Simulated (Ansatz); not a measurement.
# Na: the cost of one run

Program: Ansatz 0.2.0, driven from Python. Level of theory: DFT PBEsol, plane waves, PAW. These are calculated values, not measurements.

This is Na in the simple cubic structure; at room conditions it is bcc.

## 1. The system

Na Pm-3m: The structure is cubic, space group Pm-3m (No. 221). Conventional cell: a = 3.510 Å, b = 3.510 Å, c = 3.510 Å, α = 90.00°, β = 90.00°, γ = 90.00°. Na (site symmetry m-3m) is surrounded by 6 Na at 3.51 Å.

Na P6_3/mmc: It takes space group P6_3/mmc (No. 194, hexagonal). Conventional cell: a = 3.810 Å, b = 3.810 Å, c = 6.222 Å, α = 90.00°, β = 90.00°, γ = 120.00°. Around Na (site symmetry -6m2) lie 12 Na at 3.81 Å.

No structure file is read: the coordinates are typed or built in the script.

## 2. The code

transition_na.py

```python
'''Pressure at which two phases of Na cross.'''

import warnings

import ansatz as az
import numpy as np
import pandas as pd

XC = 'pbesol'
CUTOFF = 520
KSPACING = 0.15
OCCUPATIONS = 'fermi_dirac'
SIGMA = 0.1


def sc(a_site, a):
    return (
        az.Lattice.cubic(a)
        .space_group(221)
        .atom(a_site, [0, 0, 0])
    )


def hcp(a_site, a):
    return (
        az.Lattice.from_parameters(a, a, 1.633 * a, alpha=90, beta=90, gamma=120)
        .space_group(194)
        .atom(a_site, [1 / 3, 2 / 3, 0.25])
    )


def solve(name, crystal, pressure=0.0):
    calc = (
        crystal.calculation()
        .functional(XC)
        .basis(CUTOFF)  # a bare number is in eV
        .kpoints(spacing=KSPACING)  # sampling of the Brillouin zone
        .occupations(OCCUPATIONS, width=SIGMA)  # the run then minimises F = E - TS
    )
    calc = calc.relax(force_tolerance=0.01, max_steps=60, cell=True, pressure=pressure)
    return calc.run()


def volume_per_atom(outcome):
    return abs(np.linalg.det(outcome.lattice.cell_ang)) / len(outcome.lattice.sites)

warnings.simplefilter('ignore', az.DeckWarning)

phases = {}
phases['sc'] = sc('Na', 3.51)
phases['hcp'] = hcp('Na', 3.81)

# H = E + PV, with 1 eV per cubic angstrom equal to 160.2 GPa
pressures = [0, 5, 10, 20]
enthalpy, volume = {name: [] for name in phases}, {name: [] for name in phases}
for p in pressures:
    for name, crystal in phases.items():
        o = solve(name, crystal, pressure=p)
        volume[name].append(volume_per_atom(o))
        enthalpy[name].append(o.report['energy_sigma0_ev'] / len(o.lattice.sites) + p * volume[name][-1] / 160.21766)
gap = np.array(enthalpy['hcp']) - np.array(enthalpy['sc'])
rows = [(p, va, vb, 1000 * d) for p, va, vb, d in zip(pressures, volume['sc'], volume['hcp'], gap)]
print(pd.DataFrame(rows, columns=['P (GPa)', 'V sc (A^3/atom)', 'V hcp (A^3/atom)', 'H(hcp) - H(sc) (meV/atom)']).round(4).to_string(index=False))
crossings = [p0 - g0 * (p1 - p0) / (g1 - g0) for p0, p1, g0, g1 in zip(pressures, pressures[1:], gap, gap[1:]) if g0 * g1 < 0]
print('crossing near', [round(float(p), 1) for p in crossings], 'GPa') if crossings else print('no crossing in this range')
```

## 3. The run

Command:

```sh
python transition_na.py
```

Q: Estimate wall time and peak memory on 1 thread of Arm Neoverse V1, shared host.

About 3.2 min, with a peak of 0.55 GiB.
